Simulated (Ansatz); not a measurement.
# GeH5ISSi: the cost of one run

Computed with Ansatz 0.2.0, Gaussian basis. Level: the settings change from run to run.

2 further runs of the same task are left out: 2 for a known fault of the program. Runs told in other sessions of the task aren't counted.

## Step 1: The geometry

The structure was relaxed beforehand with PBE0-D4 in a triple-zeta def2 set. I takes a core potential in def2 sets; no spin-orbit term is included.

SMILES `S[SiH2][GeH2][I]`, 9 atoms, charge 0, spin multiplicity 1.

Atoms are counted from 1 here; the program's logs count them from 0.

Bond lengths: S1–Si2 2.130 Å, S1–H5 1.348 Å, Si2–Ge3 2.381 Å, Si2–H6 1.485 Å, Si2–H7 1.486 Å, Ge3–I4 2.535 Å, Ge3–H8 1.537 Å, Ge3–H9 1.536 Å. Angles: Si2–S1–H5 93.5°, S1–Si2–Ge3 108.6°, S1–Si2–H6 106.0°, S1–Si2–H7 113.2°, Ge3–Si2–H6 111.2°, Ge3–Si2–H7 108.2°, H6–Si2–H7 109.6°, Si2–Ge3–I4 103.9°, Si2–Ge3–H8 115.6°, Si2–Ge3–H9 114.1°, I4–Ge3–H8 106.0°, I4–Ge3–H9 106.1°, H8–Ge3–H9 110.1°.

## Step 2: SPW92/x2c-TZVPPall

Set apart from the defaults: charge -1, multiplicity 2, restricted open-shell orbitals.

in.yaml

```yaml
crystal:
  periodic: [false, false, false]
  atoms:
    - {symbol: S, position_ang: [-1.618871, 1.581419, 0.768695]}
    - {symbol: Si, position_ang: [0.389674, 1.100954, 0.246357]}
    - {symbol: Ge, position_ang: [0.557524, -1.257705, -0.034971]}
    - {symbol: I, position_ang: [-1.267479, -1.800959, -1.708726]}
    - {symbol: H, position_ang: [-2.142246, 0.835981, -0.224895]}
    - {symbol: H, position_ang: [1.230851, 1.568199, 1.377413]}
    - {symbol: H, position_ang: [0.839096, 1.751989, -1.011422]}
    - {symbol: H, position_ang: [1.869473, -1.760578, -0.659126]}
    - {symbol: H, position_ang: [0.230577, -2.065499, 1.229373]}
basis:
  gaussian: {orbitals: x2c-TZVPPall}
total_charge: -1
magnetization: {spin_polarized: false, initial_magnetization: 1}
hamiltonian: {xc: {name: SPW92}}
output: {forces: true}
```

Launch:

```
$ ansatz run in.yaml --threads 4 --pin off --events-out ev --progress --plain --max-ram 10444MiB
```

Q: Estimate wall time and peak memory on 4 threads of AMD EPYC 7B13, shared host.

About 8 s, with a peak of 0.64 GiB.
